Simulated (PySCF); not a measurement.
# C4H12AsB: the cost of one run

Computed with PySCF 2.14.0 and routines of our own; the level stands in each step. Atoms count from 0.

## 1. The starting structure

18 atoms, charge 0, multiplicity 1; geometry from: GFN2-xTB.

## 2. Geometry optimisation at PBE0-D3(BJ)/def2-SVP

Job settings and geometry (Å):

```
{"job": {"xc": "PBE0", "basis": "def2-SVP", "d3": "d3bj", "grid": 1, "kind": "geom"}, "charge": 0, "multiplicity": 1}
B      2.549761    -0.364751     0.739689
As     1.339971     1.149426     0.401521
C     -0.408652     0.197983    -0.037125
C     -1.354891     1.209272    -0.678510
C     -1.007381    -0.318364     1.265622
C     -0.173482    -0.957867    -1.001985
H      3.653246    -0.360991     0.343997
H      2.247672    -1.231707     1.470964
H      1.737040     1.379483    -1.035606
H     -2.302155     0.738371    -0.943994
H     -1.556734     2.031991     0.008315
H     -0.910251     1.621385    -1.585832
H     -1.164764     0.504920     1.964696
H     -1.967497    -0.803100     1.086132
H     -0.342764    -1.045184     1.733024
H     -1.118556    -1.437554    -1.262709
H      0.481032    -1.707676    -0.557357
H      0.289645    -0.599320    -1.922500
```

Launch:

```console
$ OMP_NUM_THREADS=1 python excited_run.py task.json out
```

The driver reads the jobs from task.json and runs them one after another.

Q: Estimate the wall time and peak memory of this first job on 1 thread of Arm Neoverse V1, shared host.

About 55 s, with a peak of 0.73 GiB.
